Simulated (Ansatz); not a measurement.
# Ti3C2: the cost of one run

All numbers are computed with the Python package of Ansatz 0.2.0. Level of theory: DFT LDA, plane waves, norm-conserving potentials.

## (1) The structure

The structure is hexagonal, space group P6_3/mmc (No. 194). The conventional cell has a = 3.067 Å, b = 3.067 Å, c = 15.117 Å, α = 90.00°, β = 90.00°, γ = 120.00°. Around Ti (site symmetry 3m) lie 3 C at 2.06 Å. Around Ti (site symmetry -3m) lie 6 C at 2.20 Å. C (site symmetry 3m) has 6 Ti at 2.06 to 2.20 Å as nearest neighbours.

The script holds or builds the structure itself.

## (2) Script

Contents of ti3c2_compress.py:

```python
import warnings

import ansatz as az
import numpy as np
import pandas as pd

def edges_and_angles(cell):
    cell = np.asarray(cell)
    a, b, c = np.linalg.norm(cell, axis=1)
    cosines = cell[1] @ cell[2] / (b * c), cell[0] @ cell[2] / (a * c), cell[0] @ cell[1] / (a * b)
    return (a, b, c, *np.degrees(np.arccos(cosines)))

warnings.simplefilter("ignore", az.DeckWarning)

ti3c2 = (
    az.Lattice.of((3.066605, 0.0, 0.0), (-1.533302, 2.655758, 0.0), (0.0, 0.0, 15.11715))
    .atom("Ti", (1 / 3, 2 / 3, 0.843878))
    .atom("Ti", (2 / 3, 1 / 3, 0.343878))
    .atom("Ti", (2 / 3, 1 / 3, 0.156122))
    .atom("Ti", (1 / 3, 2 / 3, 0.656122))
    .atom("Ti", (0.0, 0.0, 0.0))
    .atom("Ti", (0.0, 0.0, 0.5))
    .atom("C", (2 / 3, 1 / 3, 0.914104))
    .atom("C", (1 / 3, 2 / 3, 0.414104))
    .atom("C", (2 / 3, 1 / 3, 0.585896))
    .atom("C", (1 / 3, 2 / 3, 0.085896))
)

calculation = (
    ti3c2.calculation()
    .scf(tolerance=1e-06)
    .pseudopotentials("nc")
    .accuracy("low")
    .occupations("Fermi-Dirac", width=0.3)
    .kpoints(8, 8, 2)
    .functional("lda")
)

rows = []
for pressure in [-2, 0, 2, 5, 10]:
    result = calculation.relax(cell=True, pressure=pressure, max_steps=100).run()
    cell = result.lattice.cell_ang
    n_atoms = len(result.lattice.sites)
    volume = abs(np.linalg.det(cell)) / n_atoms
    enthalpy = result.report["free_energy_ev"] / n_atoms + pressure * volume / 160.21766
    rows.append((pressure, volume, enthalpy, *edges_and_angles(cell)))
    print(f"{pressure} GPa done: {volume:.4f} A^3/atom")

table = pd.DataFrame(rows, columns=["P_GPa", "V_A3_atom", "H_eV_atom", "a", "b", "c", "alpha", "beta", "gamma"])
print(table.round(4).to_string(index=False))
p, v = np.array([row[0] for row in rows], float), np.array([row[1] for row in rows])
print("mean bulk modulus between rows (GPa):", np.round(-np.diff(p) / np.diff(np.log(v)), 1))
```

## (3) The calls as engine input

The engine receives this input (first run):

```yaml
crystal:
  lattice:
    - [3.066605, 0.0, 0.0]
    - [-1.533302, 2.655758, 0.0]
    - [0.0, 0.0, 15.11715]
  atoms:
    - { symbol: Ti, position: [0.3333333333333333, 0.6666666666666666, 0.843878] }
    - { symbol: Ti, position: [0.6666666666666666, 0.3333333333333333, 0.343878] }
    - { symbol: Ti, position: [0.6666666666666666, 0.3333333333333333, 0.156122] }
    - { symbol: Ti, position: [0.3333333333333333, 0.6666666666666666, 0.656122] }
    - { symbol: Ti, position: [0.0, 0.0, 0.0] }
    - { symbol: Ti, position: [0.0, 0.0, 0.5] }
    - { symbol: C, position: [0.6666666666666666, 0.3333333333333333, 0.914104] }
    - { symbol: C, position: [0.3333333333333333, 0.6666666666666666, 0.414104] }
    - { symbol: C, position: [0.6666666666666666, 0.3333333333333333, 0.585896] }
    - { symbol: C, position: [0.3333333333333333, 0.6666666666666666, 0.085896] }
accuracy: low
kpoints:
  mp_grid:
    grid: [8, 8, 2]
hamiltonian:
  xc: lda
  pseudopotentials:
    kind: nc
scf:
  convergence:
    dr2_threshold: 1.0e-06
  occupations:
    method: fermi_dirac
    width: 0.3
relax:
  max_steps: 100
  cell:
    p_target: -2.0
```

## (4) Running it

Run with:

```console
$ python ti3c2_compress.py
```

What time and memory should one allow on 1 thread of Intel Xeon 6975P-C (Granite Rapids), shared host?

About 9.5 min, with a peak of 0.94 GiB.
